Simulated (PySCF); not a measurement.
# ScSe₂: relaxation and vibrations of the quartet

Aim: relax ScSe₂ as a quartet from a end-on start, check by its vibrations whether the end is a minimum, and collect its spectrum and constants.

Computed with PySCF 2.14.0. Level: B3LYP, basis Sc def2-SVP, Se def2-SVP, no relativity, density fitting.

### Step 1. Where the work starts

3 atoms, charge 0, spin multiplicity 4.

Bond lengths: Sc1–Se2 2.719 Å, Se2–Se3 2.348 Å. Angles: Sc1–Se2–Se3 119.9°.

Coordinates in bohr (charge 0 multiplicity 4):
```
Sc    0.0000    0.0000    0.0000
Se    0.0000    0.0000    5.1385
Se    3.8471    0.0000    7.3495
```

### Step 2. First SCF at the start

The steps below are one call of a driver around PySCF. For each, scf.py gives the equivalent set-up of the SCF; relaxations use the driver's own optimiser. After this first run the driver tries any further starts and a stability analysis.

Input file scf.py:

```python
from pyscf import gto, scf, dft
mol = gto.M(atom='''
Sc     0.000000     0.000000     0.000000
Se     0.000000     0.000000     2.719200
Se     2.035800     0.000000     3.889200''',
    basis={'Sc': 'def2-SVP', 'Se': 'def2-SVP'},
    charge=0, spin=3)
mf = dft.UKS(mol, xc='B3LYP')
mf.grids.atom_grid = (50, 194)
aux = {'Sc': 'def2-universal-JKFIT', 'Se': 'def2-universal-JKFIT'}
mf = mf.density_fit(auxbasis=aux)
mf.conv_tol = 1e-08
mf.diis_space = 10
mf.max_cycle = 60
mf.init_guess = 'minao'
mf.verbose = 4
mf.kernel()
```

Started as:

```bash
$ OMP_NUM_THREADS=2 python axn.py task.json out
```

What it wrote, cut to the lines that bear on the results:

```text
[... the frontier levels of the middle cycles are left out ...]
init E= -5561.2979986077
[... the frontier-level lines of each cycle are left out ...]
cycle= 1 E= -5554.80291690402  delta_E=  6.5  |g|= 3.62  |ddm|= 3.08
cycle= 2 E= -5502.82542467397  delta_E=   52  |g|= 4.66  |ddm|= 11.7
cycle= 3 E= -5532.70149882659  delta_E= -29.9  |g|= 4.83  |ddm|= 12.7
cycle= 4 E= -5548.23370089435  delta_E= -15.5  |g|= 3.77  |ddm|= 2.84
cycle= 5 E= -5546.59907919174  delta_E= 1.63  |g|= 4.33  |ddm|= 2.27
cycle= 6 E= -5547.25059539057  delta_E= -0.652  |g|= 3.91  |ddm|= 1.25
cycle= 7 E= -5553.96762330115  delta_E= -6.72  |g|= 3.51  |ddm|= 1.86
cycle= 8 E= -5549.88708569858  delta_E= 4.08  |g|= 3.98  |ddm|= 0.995
cycle= 9 E= -5545.80880607879  delta_E= 4.08  |g|= 4.19  |ddm|= 1.45
cycle= 10 E= -5558.0609649566  delta_E= -12.3  |g|= 2.58  |ddm|= 2.26
cycle= 11 E= -5562.93458568652  delta_E= -4.87  |g|= 0.546  |ddm|= 2.71
cycle= 12 E= -5561.56225455823  delta_E= 1.37  |g|= 1.21  |ddm|= 2.66
cycle= 13 E= -5563.02841978361  delta_E= -1.47  |g|= 0.348  |ddm|= 2.41
cycle= 14 E= -5563.16389576115  delta_E= -0.135  |g|= 0.0453  |ddm|= 0.906
[... 20 cycles left out ...]
cycle= 35 E= -5563.1676461713  delta_E= -5.51e-05  |g|= 0.00117  |ddm|= 0.0775
cycle= 36 E= -5563.16763282315  delta_E= 1.33e-05  |g|= 0.000817  |ddm|= 0.0198
cycle= 37 E= -5563.16766385691  delta_E= -3.1e-05  |g|= 0.000637  |ddm|= 0.0411
cycle= 38 E= -5563.16765662385  delta_E= 7.23e-06  |g|= 0.000596  |ddm|= 0.00903
cycle= 39 E= -5563.16762714613  delta_E= 2.95e-05  |g|= 0.000618  |ddm|= 0.0414
cycle= 40 E= -5563.16759223283  delta_E= 3.49e-05  |g|= 0.00092  |ddm|= 0.0732
cycle= 41 E= -5563.16758104484  delta_E= 1.12e-05  |g|= 0.00111  |ddm|= 0.0493
cycle= 42 E= -5563.16758045202  delta_E= 5.93e-07  |g|= 0.000718  |ddm|= 0.0142
cycle= 43 E= -5563.16757984607  delta_E= 6.06e-07  |g|= 0.000937  |ddm|= 0.0141
cycle= 44 E= -5563.16758061497  delta_E= -7.69e-07  |g|= 0.000307  |ddm|= 0.00316
cycle= 45 E= -5563.16758069086  delta_E= -7.59e-08  |g|= 0.000178  |ddm|= 0.00172
cycle= 46 E= -5563.16758069073  delta_E= 1.36e-10  |g|= 0.000184  |ddm|= 0.00117
cycle= 47 E= -5563.16758072434  delta_E= -3.36e-08  |g|= 4.55e-05  |ddm|= 0.000526
cycle= 48 E= -5563.16758072687  delta_E= -2.54e-09  |g|= 1.45e-05  |ddm|= 0.000789
Extra cycle  E= -5563.16758072698  delta_E= -1.09e-10  |g|= 1.59e-05  |ddm|= 6.24e-05
converged SCF energy = -5563.16758072698  <S^2> = 3.7568657  2S+1 = 4.0034314
```

This step, with its further starts and checks, took 41 s on 2 threads of Arm Neoverse V1, shared host.

The starts that the driver tried:

```
                      start   energy (Eh)
    the minimal-basis guess  -5563.167581
a thermally smeared density  -5563.174512
      a smeared PBE density  -5563.180541
```

The first run landed in a state that is too high. Following the other starts and the instabilities gains 34.0 kJ/mol (-5563.18054 Eh), and the work goes on from there.

### Step 3. Relaxation: end-on start, quartet

The program finds Cs symmetry in the start, which this walk keeps. The walk stops when the largest gradient is under 0.0003 Eh/bohr and the energy has settled too.

scf.py: that of step 2 with these lines changed.

```diff
@@ -3,3 +3,3 @@
-Sc     0.000000     0.000000     0.000000
-Se     0.000000     0.000000     2.719200
-Se     2.035800     0.000000     3.889200''',
+Sc    -0.794447     0.000000    -2.578852
+Se    -0.794447     0.000000     0.140348
+Se     1.241353     0.000000     1.310348''',
@@ -15 +14,0 @@
-mf.init_guess = 'minao'
```

The optimiser's trace:

```
step   energy (Eh)  change (kJ/mol)  largest symmetric gradient (Eh/bohr)
   0  -5563.180541             0.00                               0.01276
   1  -5563.183229            -7.06                               0.01005
   2  -5563.189540           -23.63                               0.00937
   3  -5563.199929           -50.90                               0.01142
   4  -5563.208033           -72.18                               0.02427
   5  -5563.209896           -77.07                               0.01819
   6  -5563.211229           -80.57                               0.00606
   7  -5563.211611           -81.58                               0.00421
   8  -5563.211824           -82.14                               0.00326
   9  -5563.211909           -82.36                               0.00199
  10  -5563.211946           -82.46                               0.00040
  11  -5563.211947           -82.46                               0.00004
```

The walk took 72 s.

After 11 steps and 82.5 kJ/mol it ends at C2v: Sc–Se 2.734 Å, Sc–Se 2.737 Å, Se–Se 2.297 Å; Sc–Se–Se 65.2° (×2), Se–Sc–Se 49.6°.

### Step 4. Frequencies

The point is checked on the finer grid, and tightened if its gradient asks for it. The Hessian and the dipole derivatives come from central differences of analytic gradients, with steps of 0.02 bohr.

scf.py: that of step 3 with these lines changed.

```diff
@@ -3,3 +3,3 @@
-Sc    -0.794447     0.000000    -2.578852
-Se    -0.794447     0.000000     0.140348
-Se     1.241353     0.000000     1.310348''',
+Sc    -0.045810     0.000000    -1.936942
+Se    -1.135644     0.000000     0.571897
+Se     1.161411     0.000000     0.517569''',
@@ -9 +9 @@
-mf.grids.atom_grid = (50, 194)
+mf.grids.atom_grid = (75, 302)
@@ -12 +12 @@
-mf.conv_tol = 1e-08
+mf.conv_tol = 1e-10
```

The driver hands on the density of the step before, so the log starts near convergence.

SCF at the final geometry:

```text
init E= -5563.21187991262
[... the frontier-level lines of each cycle are left out ...]
cycle= 1 E= -5563.21187991262  delta_E= -1.82e-12  |g|= 1.05e-05  |ddm|= 3.06e-05
cycle= 2 E= -5563.21187991236  delta_E= 2.61e-10  |g|= 2.53e-05  |ddm|= 5.19e-05
cycle= 3 E= -5563.21187991283  delta_E= -4.68e-10  |g|= 2.3e-06  |ddm|= 3.43e-05
cycle= 4 E= -5563.21187991287  delta_E= -4.82e-11  |g|= 2.3e-06  |ddm|= 1.84e-05
Extra cycle  E= -5563.21187991288  delta_E= -5.46e-12  |g|= 2.32e-06  |ddm|= 1.73e-05
converged SCF energy = -5563.21187991288  <S^2> = 3.7531523  2S+1 = 4.0015758
```

The whole step took 65 s.

Geometry: C2v; Sc–Se 2.735 Å (×2), Se–Se 2.298 Å; Sc–Se–Se 65.2° (×2), Se–Sc–Se 49.7°.

Modes, for the most abundant isotopes:

```json
{"symmetry": "b2", "ω (cm⁻¹)": "110", "IR (km/mol)": "1.1", "μ (u)": "61.49"}
{"symmetry": "a1", "ω (cm⁻¹)": "243", "IR (km/mol)": "16.5", "μ (u)": "50.17"}
{"symmetry": "a1", "ω (cm⁻¹)": "326", "IR (km/mol)": "2.0", "μ (u)": "78.81"}
```

No imaginary mode, so this is a minimum.

Properties at this point:

```yaml
Dipole_moment: 2.60 D
Highest_occupied_level: -4.00 eV
Lowest_empty_level: -3.86 eV
Rotational_constants: 0.07991, 0.07797, 0.03946 cm⁻¹
Zero-point_energy: 4.1 kJ/mol
Principal_polarisabilities: 82.4, 118.9, 129.9 bohr³
Atomisation_energy_without_zero-point_energy: 578 kJ/mol
Principal_traceless_quadrupole_moments_about_the_centre_of_mass: -1.83, -0.97, 2.80 D Å
Entropy_at_298.15_K_and_1_bar_electronic_part_spin_only: 325.8 J/(mol K)
Heat_capacity_Cp_at_298.15_K: 55.6 J/(mol K)
Enthalpy_at_298.15_K_above_0_K: 14.12 kJ/mol
Rotational_symmetry_number: 2
Spin_squared_⟨S²⟩: 3.753
```

Populations by atom (charges in e):

```
 atom  Mulliken  Löwdin  polar tensor  spin (Mulliken)  Mayer order to Sc1
  Sc1      0.21   -0.06          0.33             1.98                   –
Se2,3     -0.11    0.03         -0.17             0.51                0.67
```

Outer orbital energies (eV). α occupied: -16.57, -9.34, -8.67, -8.62, -6.35, -6.15, -4.38, -4.00; empty: -1.65, -1.51, -1.34, -0.76. β occupied: -33.58, -33.55, -19.78, -15.96, -9.10, -8.44, -7.59, -6.12; empty: -3.86, -2.14, -1.27, -0.80.

Mulliken populations on Sc1: s 6.98, p 12.33, d 1.46, f 0.01.

### Step 5. Summary of results

| quantity | value |
| --- | --- |
| minimum | quartet, C2v |
| geometry | Sc–Se 2.735 Å (×2), Se–Se 2.298 Å; Sc–Se–Se 65.2° (×2), Se–Sc–Se 49.7° |
| wavenumbers (cm⁻¹) | 110 (b2), 243 (a1), 326 (a1) |
| dipole moment | 2.60 D |
| highest occupied, lowest empty level (either spin) | -4.00, -3.86 eV |
| polar-tensor charge of Sc1 | +0.33 e |
| zero-point energy | 4.1 kJ/mol |
| entropy at 298.15 K | 325.8 J/(mol K) |
| atomisation energy (no zero-point energy) | 578 kJ/mol |
| ⟨S²⟩ | 3.753 |

The end-on start (Cs) ends in a minimum of C2v symmetry. The strongest infrared band lies at 243 cm⁻¹ (a1). Most of the spin sits on Sc1 (Mulliken spin 1.98, against 3 for the whole molecule). The first SCF alone would have been 34 kJ/mol too high. Only this shape and spin were tried, so other structures or states may lie lower. One determinant may miss the lowest occupation of an open d or f shell.

The search up to here took 3 min.
